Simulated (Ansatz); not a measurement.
# AuClH₂O: how energies converge with the basis set

The task here is to estimate one member of a computed series from the others.

Method: one geometry, several basis sets; program: Ansatz 0.2.0, Gaussian basis.

The runs, in order: PBE0-D4/def2-SVP; ωB97M-V/def2-SVP; PBE0-D4/def2-QZVPP; ωB97M-V/def2-QZVPP; the functionals' def2-TZVPP values are taken from earlier runs.

## Structure used throughout

An earlier PBE0-D4 in a triple-zeta def2 set relaxation fixed the geometry. Au takes the def2 core potential; no spin-orbit term is included.

SMILES `[OH2+][Au-][Cl]`, 5 atoms, charge 0, spin multiplicity 1.

Atoms are counted from 1 here; the program's logs count them from 0.

Bond lengths: O1–Au2 2.146 Å, O1–H4 0.963 Å, O1–H5 0.963 Å, Au2–Cl3 2.216 Å. Angles: Au2–O1–H4 111.7°, Au2–O1–H5 111.7°, H4–O1–H5 107.1°, O1–Au2–Cl3 179.6°.

Geometry (Å):

```
O    -0.7090    0.8195   -0.4097
Au    0.7662   -0.4664    0.4706
Cl    2.2957   -1.7830    1.3856
H    -1.5985    0.5947   -0.1168
H    -0.7046    0.7615   -1.3711
```

Set-up of the first run:

in.yaml reads:

```yaml
crystal:
  periodic: [false, false, false]
  atoms:
    - {symbol: O, position_ang: [-0.708963, 0.819452, -0.409727]}
    - {symbol: Au, position_ang: [0.766241, -0.466414, 0.470625]}
    - {symbol: Cl, position_ang: [2.295687, -1.782950, 1.385569]}
    - {symbol: H, position_ang: [-1.598471, 0.594716, -0.116809]}
    - {symbol: H, position_ang: [-0.704595, 0.761495, -1.371056]}
basis:
  gaussian: {orbitals: def2-SVP}
hamiltonian: {xc: pbe0, dispersion: d4}
output: {orbitals: {seedname: orbitals}}
```

On the command line:

```bash
ansatz run in.yaml --threads 2 --pin off --events-out ev --progress --plain --max-ram 32768MiB --backend cpu
```

Steps of the session up to this table: PBE0-D4 in def2-SVP; ωB97M-V in def2-SVP; PBE0-D4 in def2-QZVPP; ωB97M-V in def2-QZVPP.

One of the session's tables, all rows but one given; the rest of the session is left out.

It belongs to the step «Density functionals: the series». 

```
functional       basis  HOMO (eV)  LUMO (eV)
   PBE0-D4    def2-SVP      -6.95      -1.28
   PBE0-D4  def2-TZVPP      -7.12      -1.60
   PBE0-D4  def2-QZVPP      -7.16      -1.75
   ωB97M-V    def2-SVP      -9.15       0.51
   ωB97M-V  def2-TZVPP          ?          ?
   ωB97M-V  def2-QZVPP      -9.42      -0.41
```

Estimate the missing values for ωB97M-V, def2-TZVPP.

As computed: HOMO (eV): -9.36; LUMO (eV): 0.06. In the column «HOMO (eV)» it lies between ωB97M-V, def2-QZVPP (-9.42) and ωB97M-V, def2-SVP (-9.15).
